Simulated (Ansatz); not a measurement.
**NH₃Br (doublet): wave-function methods side by side at distance N1–H4 along a hydrogen transfer = 1.708 Å, cc-pVDZ**

Aim: climb from Hartree-Fock through coupled cluster and multireference methods for NH₃Br (doublet) at one geometry and basis, and see what each rung misses.

Program: Ansatz 0.2.0, Gaussian basis. Level of theory: cc-pVDZ, core rule «outside noble gas», up to 15 orbitals frozen. These are calculated values, not measurements.

The runs, in order: UHF; CCSD(T) on ROHF; CCSD(T) on UHF; BCCD(T) on ROHF; CISD; CCSDT(Q) on ROHF; CCSDT(Q) on UHF; CASSCF and MRCISD+Q, 3 electrons in 3 orbitals; CASSCF and NEVPT2, 3 electrons in 3 orbitals; CASSCF and NEVPT2, 15 electrons in 11 orbitals.

5 further runs of the same task are left out: 5 that didn't finish.

### Step 1. What is computed

The geometry derives from fragments relaxed apart (PBE0/def2-TZVP) and kept rigid, so it is no stationary point. A hydrogen atom is moved between rigid fragments. No spin-orbit coupling is included. The filled d shell of Br may be among the frozen orbitals whatever the setting's name suggests; the logs give the count.

5 atoms, charge 0, spin multiplicity 2.

Atoms are counted from 1 here; the program's logs count them from 0.

Bond lengths: N1–H2 1.012 Å, N1–H3 1.012 Å, H4–Br5 1.530 Å. Angles: H2–N1–H3 107.1°.

### Step 2. UHF

Input file in.yaml:

```yaml
crystal:
  periodic: [false, false, false]
  atoms:
    - {symbol: N, position_ang: [-2.680690, -0.005881, -0.009153]}
    - {symbol: H, position_ang: [-2.977970, 0.961952, -0.009152]}
    - {symbol: H, position_ang: [-2.977969, -0.408181, 0.871107]}
    - {symbol: H, position_ang: [-0.972690, -0.005881, -0.009153]}
    - {symbol: Br, position_ang: [0.557310, -0.005880, -0.009153]}
basis:
  gaussian: {orbitals: cc-pVDZ}
magnetization: {spin_polarized: true, initial_magnetization: 1}
hamiltonian: {xc: hf}
output: {orbitals: {seedname: orbitals}}
```

Started as:

```bash
ansatz run in.yaml --threads 1 --pin off --events-out ev --progress --plain --max-ram 2393MiB
```

Further steps of the session: CCSD(T) on ROHF; CCSD(T) on UHF; BCCD(T) on ROHF; CISD; CCSDT(Q) on ROHF; CCSDT(Q) on UHF; CASSCF and MRCISD+Q, 3 electrons in 3 orbitals; CASSCF and NEVPT2, 3 electrons in 3 orbitals; CASSCF and NEVPT2, 15 electrons in 11 orbitals.

**Question.** What will the summary of the whole plan be? Wanted: UCCSDT(Q) below the RHF energy; RMP2 from UCCSDT(Q); UMP2 from UCCSDT(Q); RCCSD from UCCSDT(Q); RCCSD(T) from UCCSDT(Q); UCCSD(T) from UCCSDT(Q); RCCSDT(Q) from UCCSDT(Q); NEVPT2 pair from UCCSDT(Q); MRCISD+Q pair from UCCSDT(Q).

As calculated:

```
                         quantity                                                   value
   UCCSDT(Q) below the RHF energy                                              -8.7157 eV
              RMP2 from UCCSDT(Q)                                             +1073.3 meV
              UMP2 from UCCSDT(Q)                                             +1076.7 meV
             RCCSD from UCCSDT(Q)                                              +187.5 meV
          RCCSD(T) from UCCSDT(Q)                                               +32.5 meV
          UCCSD(T) from UCCSDT(Q)                                               +32.0 meV
         RCCSDT(Q) from UCCSDT(Q)                                                +0.7 meV
       NEVPT2 pair from UCCSDT(Q)                                             +1051.5 meV
     MRCISD+Q pair from UCCSDT(Q)                                               +78.0 meV
    NEVPT2 valence from UCCSDT(Q)                                             +1359.5 meV
levels within 1 kcal/mol (43 meV)  RCCSD(T), UCCSD(T), BCCD(T), RCCSDT, UCCSDT, RCCSDT(Q)
                    T1 diagnostic                                                   0.015
   effectively unpaired electrons                                                    1.02
```

RCCSD(T) misses by +32.5 meV, 0.4 % of the correlation energy. One determinant dominates. Of the multireference levels listed MRCISD+Q pair comes nearest in total energy (+78.0 meV), which doesn't show that its space is the better one. These misses are within one basis, not against nature; the frozen cores of restricted and unrestricted runs differ, which can shift their rows.
